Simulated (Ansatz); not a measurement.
# Na: how the settings move a single-point run

How sensitive is a single-point run of Na to its settings? A reference run comes first, then one run with altered input.

Program: Ansatz 0.2.0. Level of theory: reference: DFT, PBEsol, all-electron LAPW, scalar-relativistic; levels and slopes on a fine mesh, independent-particle optical spectra. These are calculated values, not measurements.

## (1) The system as given

The structure is cubic, space group Im-3m (No. 229). Conventional cell: a = 4.169 Å, b = 4.169 Å, c = 4.169 Å, α = 90.00°, β = 90.00°, γ = 90.00°. Na (site symmetry m-3m) has 8 Na at 3.61 Å as nearest neighbours.

As a file:

```xyz
1
Lattice="-2.0847 2.0847 2.0847 2.0847 -2.0847 2.0847 2.0847 2.0847 -2.0847" Properties=species:S:1:pos:R:3 pbc="T T T"
Na    0.0000    0.0000    0.0000
```

## (2) Baseline

File input.yaml:

```yaml
crystal:
  lattice:
    - [-2.08472255479, 2.08472255479, 2.08472255479]
    - [2.08472255479, -2.08472255479, 2.08472255479]
    - [2.08472255479, 2.08472255479, -2.08472255479]
  atoms:
    - { symbol: Na, position: [0.0, 0.0, 0.0] }
kpoints:
  mp_grid: { grid: [14, 14, 14] }
scf:
  occupations: { method: fermi_dirac, width: 0.05 }
hamiltonian:
  xc: pbesol
  pseudopotentials: { kind: all_electron, lapw: { basis_error: 0.001 } }
output:
  forces: true
  stress: true
  eigenvalues: true
  eigenstates:
    nscf_kmesh: { grid: [20, 20, 20] }
    de_dk: true
    e_range: [-14, 14]
  optics:
    e_range: [0, 30]
    de: 0.2
    sigma: 0.15
    bands: { spectra_wanted_up_to: 30 }
    nscf_kmesh: { grid: [20, 20, 20] }
    drude_damping: 0.03
checkpoint:
  write: ck
  write_wavefunctions: false
```

On the command line:

```console
> ansatz run input.yaml --threads 1 --pin off --max-ram 3072MiB --backend cpu --events-out ev --progress --plain --runs-dir out
```

## (3) Variant: occupations.method gaussian, occupations.width 0.1, dr2_threshold 1.0e-08, accuracy low

input.yaml: that of step 2 with these lines changed.

```diff
@@ -10,3 +10,4 @@
 scf:
-  occupations: { method: fermi_dirac, width: 0.05 }
+  occupations: { method: gaussian, width: 0.1 }
+  convergence: { dr2_threshold: 1.0e-08 }
 hamiltonian:
@@ -32 +33,2 @@
   write_wavefunctions: false
+accuracy: low
```

**Question.** What will these runs give? Wanted: for each run, ending; energy change; pressure; gap; force.

As calculated:

| run | ending | energy change | pressure (GPa) | gap (eV) | force (eV/Å) | cycles | time |
| --- | --- | --- | --- | --- | --- | --- | --- |
| reference | converged | 0 | 0.0 | 0.00 | 0.00 | - | 30 s |
| 1: occupations.method gaussian, occupations.width 0.1, dr2_threshold 1.0e-08, accuracy low | converged | +0.1 meV/atom (σ→0) | 0.0 | 0.00 | 0.00 | 7 | 29 s |

Residual by cycle in the longest SCF loop of each run; runs are numbered as in the table. The quantity is the density residual dr2, in eV.

```
cycle  reference    run 1
    1    0.00173  0.00173
    2     8.7e-4   8.7e-4
    3     2.0e-4   2.0e-4
    4     6.8e-5   6.8e-5
    5     7.3e-7   7.3e-7
    6     3.1e-8   3.1e-8
    7    4.3e-10  4.3e-10
    8    1.2e-11        -
    9    2.9e-14        -
```

**Reading.** Changing the smearing and convergence setting hardly moves the energy: +0.1 meV/atom.
